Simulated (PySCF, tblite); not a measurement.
# C₆H₁₃BOS: geometry, infrared bands and NMR shifts

Wanted: the infrared bands and NMR shifts of C₆H₁₃BOS (`CCSB[C@@H]1C[C@H]1OC`), by calculation.

The runs use tblite 0.8.0 and PySCF 2.14.0, with density-fitted response routines of our own; the level of theory stands in each step. All values are computed, except where a source is named. Atoms are numbered from 0 throughout.

## 1. The starting structure

22 atoms, charge 0, multiplicity 1; geometry from: force field or distance geometry start.

Bonds of the start (Å): C0–C1 1.52, C1–S2 1.80, S2–B3 1.92, B3–C4 1.61, C4–C5 1.54, C5–C6 1.51, C6–O7 1.38, O7–C8 1.40, C6–C4 1.49, C0–H9 1.12, C0–H10 1.13, C0–H11 1.08, C1–H12 1.12, C1–H13 1.10, B3–H14 1.19, C4–H15 1.12, C5–H16 1.12, C5–H17 1.09, C6–H18 1.11, C8–H19 1.11, C8–H20 1.11, C8–H21 1.10.

## 2. Geometry optimisation with GFN2-xTB

Job settings and geometry (Å):

```
{"job": {"kind": "relax", "xc": "GFN2-xTB", "basis": "xTB"}, "charge": 0, "multiplicity": 1}
C      3.544500     0.061600    -0.438800
C      2.806200     0.204800     0.880600
S      1.731300     1.639100     0.725700
B      0.430300     1.142900    -0.591500
C     -0.399400    -0.192200    -0.225500
C     -1.318200    -0.584900    -1.397900
C     -1.881800    -0.122800    -0.074900
O     -2.543000    -1.025600     0.736500
C     -3.641700    -0.337000     1.275300
H      3.706400     1.093500    -0.832900
H      2.845100    -0.419700    -1.178700
H      4.464800    -0.498100    -0.385300
H      3.577400     0.394200     1.668500
H      2.251200    -0.713200     1.104100
H      0.842200     1.158900    -1.706200
H      0.137200    -1.031400     0.276000
H     -1.336400     0.151200    -2.241700
H     -1.249400    -1.641200    -1.659600
H     -2.327200     0.888500    -0.108600
H     -4.228400    -0.014200     0.390300
H     -3.229300     0.509300     1.856300
H     -4.192000    -1.029900     1.927400
```

Launch:

```console
> OMP_NUM_THREADS=1 python probes_run.py task.json out
```

One launch serves the whole session: the jobs run in the order shown.

**Question.** This job is followed by: GFN2-xTB harmonic vibrations, gas phase; GIAO PBE0/pcSseg-1 NMR shielding, non-relativistic, gas phase. Predict these results of the whole session: strongest single infrared mode (GFN2-xTB); zero-point energy (GFN2-xTB); ¹³C shifts against TMS (PBE0/pcSseg-1); ¹H shifts against TMS (PBE0/pcSseg-1, means over atoms taken as alike); ³³S shifts against CS2 (PBE0/pcSseg-1); ¹¹B shifts against BF3·OEt2 (PBE0/pcSseg-1); ¹⁷O shifts against H2O (PBE0/pcSseg-1).

As calculated:

| quantity | value |
| --- | --- |
| strongest single infrared mode (GFN2-xTB) | 1374 cm⁻¹, 110 km/mol |
| zero-point energy (GFN2-xTB) | 113.7 kcal/mol |
| ¹³C shifts against TMS (PBE0/pcSseg-1) | 69.5, 60.6, 31.3, 20.1, 19.6, 16.8 ppm |
| ¹H shifts against TMS (PBE0/pcSseg-1, means over atoms taken as alike) | 6.05, 3.47, 3.32, 3.24, 2.66, 1.43, 1.36, 0.98, 0.80 ppm |
| ³³S shifts against CS2 (PBE0/pcSseg-1) | 134 ppm |
| ¹¹B shifts against BF3·OEt2 (PBE0/pcSseg-1) | 64.6 ppm |
| ¹⁷O shifts against H2O (PBE0/pcSseg-1) | 46.6 ppm |

What this shows: Relaxing lowered the energy by 1.953 eV in 171 steps; the close pair that moved most is S2–B3, from 1.917 to 1.763 Å. No mode is imaginary among the 60: a minimum at this level. The strongest single mode, at 1374 cm⁻¹, has its largest shares on C6, H17, H16 and C4 (the list is cut at 4 atoms). Unscaled tight-binding wavenumbers are off by several per cent, some by more. Its intensities can rank the bands wrongly. At PBE0/pcSseg-1: The widest tensor belongs to S2: span 399 ppm, with a paramagnetic part of -690 ppm.
